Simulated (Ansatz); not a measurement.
# CH₃BOS (SMILES B1OCS1): single points off equilibrium

One table from this session's results is given with a row withheld; the runs are named, their logs left out.

Method: single points in def2-TZVPP; program: Ansatz 0.2.0, Gaussian basis.

Correlated methods freeze the cores.

**The system as given**

SMILES `B1OCS1`, 7 atoms, charge 0, spin multiplicity 1.

Atoms are counted from 1 here; the program's logs count them from 0.

Bond lengths: B1–O2 1.396 Å, B1–S4 1.784 Å, B1–H5 1.188 Å, O2–C3 1.347 Å, C3–S4 1.818 Å, C3–H6 1.111 Å, C3–H7 1.101 Å. Angles: O2–B1–S4 95.5°, O2–B1–H5 129.4°, S4–B1–H5 134.6°, B1–O2–C3 97.9°, O2–C3–S4 95.8°, O2–C3–H6 115.5°, O2–C3–H7 112.9°, S4–C3–H6 112.2°, S4–C3–H7 115.4°, H6–C3–H7 105.3°, B1–S4–C3 70.1°.

As a file:

```xyz
7
CH3BOS
B    -1.03579    0.41637   -0.45632
O    -0.24401    0.59409    0.68003
C     0.69441   -0.33062    0.39754
S     0.08634   -0.70308   -1.27446
H    -2.03729    0.97090   -0.77213
H     1.74235    0.03735    0.38984
H     0.68779   -1.17604    1.10252
```

Set-up of the first run:

The input, run/in.yaml:

```yaml
crystal:
  periodic: [false, false, false]
  atoms:
    - {symbol: B, position_ang: [-1.035790, 0.416371, -0.456318]}
    - {symbol: O, position_ang: [-0.244007, 0.594090, 0.680035]}
    - {symbol: C, position_ang: [0.694407, -0.330620, 0.397541]}
    - {symbol: S, position_ang: [0.086336, -0.703082, -1.274463]}
    - {symbol: H, position_ang: [-2.037294, 0.970904, -0.772130]}
    - {symbol: H, position_ang: [1.742346, 0.037353, 0.389843]}
    - {symbol: H, position_ang: [0.687787, -1.176040, 1.102522]}
basis:
  gaussian: {orbitals: def2-TZVPP}
hamiltonian: {xc: pbe, dispersion: d4}
output: {forces: true}
```

Started as:

```
ansatz run in.yaml --threads 2 --pin off --events-out ev --progress --plain --max-ram 3481MiB
```

Among the steps run: PBE-D4/def2-TZVPP; r2SCAN-D4/def2-TZVPP; PBE0-D4/def2-TZVPP; wB97M-V/def2-TZVPP; CCSD(T)/def2-TZVPP.

One table of the session follows, with a row left open; its other results are not shown here.

| method | RMS force component (eV/Å) | angle to CCSD(T) forces (°) | dipole (D) |
| --- | --- | --- | --- |
| PBE-D4 | 1.084 | 7.6 | 1.06 |
| r2SCAN-D4 | 1.066 | 3.4 | 1.01 |
| PBE0-D4 | 0.992 | 8.4 | 0.94 |
| wB97M-V | ? | ? | ? |
| CCSD(T) | 1.183 | reference | 0.89 |

Q: Estimate the row for wB97M-V from the others.

**Answer.** RMS force component (eV/Å): 1.104; angle to CCSD(T) forces (°): 5.5; dipole (D): 0.89. In the column «RMS force component (eV/Å)» it lies between PBE-D4 (1.084) and CCSD(T) (1.183).
